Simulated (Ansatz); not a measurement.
# C3H8Sn: up Jacob's ladder to CCSD(T)

One table from this session's results is given with a row withheld; the runs are named, their logs left out.

Method: functionals in def2-TZVPP, the program's frozen cores in correlated methods; program: Ansatz 0.2.0, Gaussian basis.

The runs, in order: LDA (SPW92), PBE-D4, revPBE-D4, BLYP-D4, r2SCAN-D4, B97M-V, PBE0-D4, B3LYP-D4, r2SCANh-D4, r2SCAN0-D4, HSE06-D4, BHLYP-D4, CAM-B3LYP-D4, LC-ωPBE, ωB97X-V, ωB97M-V, B2PLYP, PBE-QIDH; CCSD(T)/def2-SVP; CCSD(T)/def2-TZVPP; MP2/def2-QZVPP; extrapolation to the limit; RPA on PBE.

## Structure used throughout

An earlier PBE0-D4 in a triple-zeta def2 set relaxation fixed the geometry. Sn takes the def2 core potential; no spin-orbit term is included.

SMILES `C[CH2][Sn][CH3]`, 12 atoms, charge 0, spin multiplicity 1.

Atoms are counted from 1 here; the program's logs count them from 0.

Bond lengths: C1–C2 1.520 Å, C1–H5 1.093 Å, C1–H6 1.096 Å, C1–H7 1.094 Å, C2–Sn3 2.204 Å, C2–H8 1.095 Å, C2–H9 1.101 Å, Sn3–C4 2.189 Å, C4–H10 1.095 Å, C4–H11 1.095 Å, C4–H12 1.090 Å. Angles: C2–C1–H5 111.8°, C2–C1–H6 112.1°, C2–C1–H7 111.7°, H5–C1–H6 107.2°, H5–C1–H7 106.9°, H6–C1–H7 106.9°, C1–C2–Sn3 118.8°, C1–C2–H8 111.3°, C1–C2–H9 110.5°, Sn3–C2–H8 106.9°, Sn3–C2–H9 103.4°, H8–C2–H9 104.8°, C2–Sn3–C4 95.9°, Sn3–C4–H10 110.1°, Sn3–C4–H11 109.6°, Sn3–C4–H12 112.0°, H10–C4–H11 107.1°, H10–C4–H12 109.1° and more.

Set-up of the first run:

in.yaml reads:

```yaml
crystal:
  periodic: [false, false, false]
  atoms:
    - {symbol: C, position_ang: [-0.766840, 1.169466, 0.270542]}
    - {symbol: C, position_ang: [-0.533574, 0.067604, 1.291094]}
    - {symbol: Sn, position_ang: [1.064830, -1.403375, 0.919432]}
    - {symbol: C, position_ang: [1.147537, -1.100523, -1.247262]}
    - {symbol: H, position_ang: [-0.987444, 0.764471, -0.719916]}
    - {symbol: H, position_ang: [-1.604588, 1.818204, 0.549382]}
    - {symbol: H, position_ang: [0.110758, 1.813476, 0.161562]}
    - {symbol: H, position_ang: [-0.359958, 0.480919, 2.290486]}
    - {symbol: H, position_ang: [-1.433780, -0.556724, 1.397600]}
    - {symbol: H, position_ang: [1.387813, -0.056580, -1.471957]}
    - {symbol: H, position_ang: [0.164993, -1.305931, -1.685424]}
    - {symbol: H, position_ang: [1.887155, -1.746007, -1.721540]}
basis:
  gaussian: {orbitals: def2-TZVPP}
hamiltonian: {xc: lda}
output: {orbitals: {seedname: orbitals}}
```

Command:

```console
$ ansatz run in.yaml --threads 4 --pin off --events-out ev --progress --plain --max-ram 10444MiB
```

Steps of the session up to this table: LDA; PBE-D4 (GGA); revPBE-D4 (GGA); BLYP-D4 (GGA); r2SCAN-D4 (meta-GGA); B97M-V (meta-GGA); PBE0-D4 (hybrid); B3LYP-D4 (hybrid); r2SCANh-D4 (hybrid); r2SCAN0-D4 (hybrid); HSE06-D4 (hybrid); BHLYP-D4 (hybrid); CAM-B3LYP-D4 (range-separated); LC-ωPBE (range-separated); ωB97X-V (range-separated); ωB97M-V (range-separated); B2PLYP (double hybrid); PBE-QIDH (double hybrid).

One of the session's tables, all rows but one given; the rest of the session is left out.

It belongs to the step «Frontier levels by functional». 

```
  functional  HOMO (eV)  LUMO (eV)  gap (eV)
 LDA (SPW92)      -5.01      -3.27      1.74
      PBE-D4      -4.85      -3.02      1.83
   revPBE-D4      -4.79      -2.91      1.88
     BLYP-D4      -4.74      -2.98      1.76
   r2SCAN-D4      -5.06      -2.89      2.17
      B97M-V      -5.00      -2.99      2.01
     PBE0-D4      -5.79      -2.27      3.52
    B3LYP-D4      -5.65      -2.54      3.11
  r2SCANh-D4      -5.41      -2.61      2.80
  r2SCAN0-D4      -5.94      -2.21      3.73
    HSE06-D4      -5.41      -2.64      2.77
    BHLYP-D4      -6.65      -1.55      5.10
CAM-B3LYP-D4      -7.01      -1.37      5.64
     LC-ωPBE      -8.19      -0.23      7.96
     ωB97X-V          ?          ?         ?
     ωB97M-V      -7.84      -0.56      7.28
```

**Question.** Estimate the row for ωB97X-V.

**Answer.** HOMO (eV): -7.91; LUMO (eV): -0.38; gap (eV): 7.53. In the column «HOMO (eV)» it lies between LC-ωPBE (-8.19) and ωB97M-V (-7.84).
